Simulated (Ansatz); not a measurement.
# C₂H₈GeO: how energies converge with the basis set

An exercise on one series of results from a longer session: the logs are not shown, and one member is left open.

The runs use Ansatz 0.2.0, Gaussian basis; one geometry, several basis sets.

Levels to be run: PBE0-D4/def2-SVP; ωB97M-V/def2-SVP; PBE0-D4/def2-QZVPP; ωB97M-V/def2-QZVPP; the functionals' def2-TZVPP values are taken from earlier runs.

## The geometry

An earlier PBE0-D4 in a triple-zeta def2 set relaxation fixed the geometry.

SMILES `C[O][GeH2][CH3]`, 12 atoms, charge 0, spin multiplicity 1.

Atoms are counted from 1 here; the program's logs count them from 0.

Bond lengths: C1–O2 1.404 Å, C1–H5 1.093 Å, C1–H6 1.099 Å, C1–H7 1.099 Å, O2–Ge3 1.784 Å, Ge3–C4 1.936 Å, Ge3–H8 1.546 Å, Ge3–H9 1.546 Å, C4–H10 1.090 Å, C4–H11 1.091 Å, C4–H12 1.090 Å. Angles: O2–C1–H5 108.3°, O2–C1–H6 112.2°, O2–C1–H7 112.2°, H5–C1–H6 108.0°, H5–C1–H7 108.0°, H6–C1–H7 108.0°, C1–O2–Ge3 118.3°, O2–Ge3–C4 105.0°, O2–Ge3–H8 108.1°, O2–Ge3–H9 108.1°, C4–Ge3–H8 113.1°, C4–Ge3–H9 113.1°, H8–Ge3–H9 109.1°, Ge3–C4–H10 109.7°, Ge3–C4–H11 110.6°, Ge3–C4–H12 109.7°, H10–C4–H11 108.9°, H10–C4–H12 108.9° and more.

The first run:

The input, in.yaml:

```yaml
crystal:
  periodic: [false, false, false]
  atoms:
    - {symbol: C, position_ang: [0.239163, 2.136217, 0.178182]}
    - {symbol: O, position_ang: [0.656685, 0.796170, 0.156492]}
    - {symbol: Ge, position_ang: [-0.572511, -0.468820, -0.110780]}
    - {symbol: C, position_ang: [0.410825, -2.136710, -0.079552]}
    - {symbol: H, position_ang: [1.115950, 2.765796, 0.350308]}
    - {symbol: H, position_ang: [-0.483081, 2.333677, 0.982530]}
    - {symbol: H, position_ang: [-0.218128, 2.444386, -0.772353]}
    - {symbol: H, position_ang: [-1.624458, -0.363246, 1.017065]}
    - {symbol: H, position_ang: [-1.257559, -0.193183, -1.468910]}
    - {symbol: H, position_ang: [0.906246, -2.254150, 0.884532]}
    - {symbol: H, position_ang: [-0.261559, -2.981384, -0.237028]}
    - {symbol: H, position_ang: [1.165429, -2.133953, -0.866486]}
basis:
  gaussian: {orbitals: def2-SVP}
hamiltonian: {xc: pbe0, dispersion: d4}
output: {orbitals: {seedname: orbitals}}
```

Run with:

```console
> ansatz run in.yaml --threads 4 --pin off --events-out ev --progress --plain --max-ram 10444MiB
```

Among the steps run: PBE0-D4 in def2-SVP; ωB97M-V in def2-SVP; PBE0-D4 in def2-QZVPP; ωB97M-V in def2-QZVPP.

One table of the session follows, with a row left open; its other results are not shown here.

It belongs to the step «Functionals by basis». 

```
functional       basis  HOMO (eV)  LUMO (eV)
   PBE0-D4    def2-SVP      -7.44       1.03
   PBE0-D4  def2-TZVPP      -7.58       0.73
   PBE0-D4  def2-QZVPP      -7.61       0.44
   ωB97M-V    def2-SVP          ?          ?
   ωB97M-V  def2-TZVPP      -9.97       2.41
   ωB97M-V  def2-QZVPP     -10.00       1.75
```

Q: Estimate the row for ωB97M-V, def2-SVP from the others.

**Answer.** HOMO (eV): -9.81; LUMO (eV): 2.86. In the column «HOMO (eV)» it lies between ωB97M-V, def2-TZVPP (-9.97) and PBE0-D4, def2-QZVPP (-7.61).
